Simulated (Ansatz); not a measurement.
A run of Ansatz 0.2.0 is set up as follows.

File input.yaml:

```yaml
crystal:
  lattice:
    - [7.28959, -2.10433, 0.01772]
    - [7.28959, 2.10433, 0.01772]
    - [-2.53315, 0.0, 7.281]
  atoms:
    - { symbol: Cs, position: [0.5, 0.5, 0.0] }
    - { symbol: Li, position: [0.0, 0.0, 0.5] }
    - { symbol: Cr, position: [0.3287, 0.3287, 0.433], spin: 3.0 }
    - { symbol: Cr, position: [0.6713, 0.6713, 0.567], spin: 3.0 }
    - { symbol: Te, position: [0.80672, 0.80672, 0.17427] }
    - { symbol: Te, position: [0.19328, 0.19328, 0.82573] }
    - { symbol: S, position: [0.16358, 0.16358, 0.39713] }
    - { symbol: S, position: [0.83642, 0.83642, 0.60287] }
    - { symbol: S, position: [0.5, 0.5, 0.5] }
hamiltonian:
  xc: pbe
  pseudopotentials: { kind: paw }
magnetization:
  spin_polarized: true
kpoints:
  mp_grid: { grid: [7, 7, 4] }
scf:
  occupations: { method: fermi_dirac, width: 0.05 }
  n_extra_bands: 22
output:
  forces: true
  stress: true
  eigenvalues: true
  dos: { projected: true, de: 0.05, nscf_kmesh: { grid: [11, 11, 6] } }
```

Potentials or basis: Ansatz PAW.

Launch:

```sh
$ ansatz run input.yaml --threads 8 --pin off --max-ram 20480MiB --backend cpu --events-out ev --progress --plain --runs-dir out
```

**Question.** Predict the absolute moment.

**Answer.** 6.98 μB per cell.

**Question.** What does it give for the band gap on the k mesh?

**Answer.** None (metal or under the smearing width).

**Question.** Estimate the net moment.

**Answer.** 5.22 μB per cell.

**Question.** Predict the pressure.

**Answer.** 0.0 GPa.

States per cell in windows of 1 eV (zero at the Fermi level; states under -8 eV left out):
| from (eV) | up | down | Cr 3d up | Cr 3d down | S 3p down | S 3p up | Te 5p down | Te 5p up |
| --- | --- | --- | --- | --- | --- | --- | --- | --- |
| -8.0 | 0.00 | 0.00 | 0.00 | 0.00 | 0.00 | 0.00 | 0.00 | 0.00 |
| -7.0 | 0.00 | 0.00 | 0.00 | 0.00 | 0.00 | 0.00 | 0.00 | 0.00 |
| -6.0 | 0.70 | 0.29 | 0.08 | 0.02 | 0.20 | 0.44 | 0.03 | 0.05 |
| -5.0 | 2.98 | 2.65 | 0.55 | 0.20 | 1.71 | 1.77 | 0.47 | 0.42 |
| -4.0 | 3.47 | 3.26 | 1.03 | 0.45 | 2.08 | 1.77 | 0.54 | 0.50 |
| -3.0 | 2.72 | 2.83 | 0.86 | 0.42 | 1.57 | 1.03 | 0.70 | 0.68 |
| -2.0 | 4.82 | 2.91 | 2.61 | 0.26 | 1.27 | 0.87 | 1.24 | 1.13 |
| -1.0 | 5.03 | 2.53 | 2.54 | 0.37 | 0.45 | 0.97 | 1.58 | 1.28 |
| 0.0 | 1.62 | 0.53 | 0.52 | 0.12 | 0.08 | 0.52 | 0.29 | 0.46 |
| 1.0 | 2.51 | 3.79 | 1.02 | 3.23 | 0.18 | 0.59 | 0.14 | 0.64 |
| 2.0 | 1.14 | 4.97 | 0.40 | 3.60 | 0.53 | 0.31 | 0.41 | 0.33 |
| 3.0 | 0.39 | 1.53 | 0.00 | 0.72 | 0.27 | 0.01 | 0.16 | 0.01 |
| 4.0 | 2.34 | 1.86 | 0.02 | 0.06 | 0.04 | 0.06 | 0.04 | 0.05 |
| 5.0 | 3.55 | 3.33 | 0.02 | 0.09 | 0.07 | 0.09 | 0.05 | 0.08 |
| 6.0 | 3.66 | 3.71 | 0.02 | 0.06 | 0.08 | 0.08 | 0.07 | 0.08 |
| 7.0 | 3.21 | 3.31 | 0.01 | 0.04 | 0.06 | 0.06 | 0.05 | 0.05 |

Caveat: only a ferromagnetic start was run, and an antiferromagnetic order may lie lower in energy. The run has no spin-orbit coupling, so splittings on Cs, Te are missing.
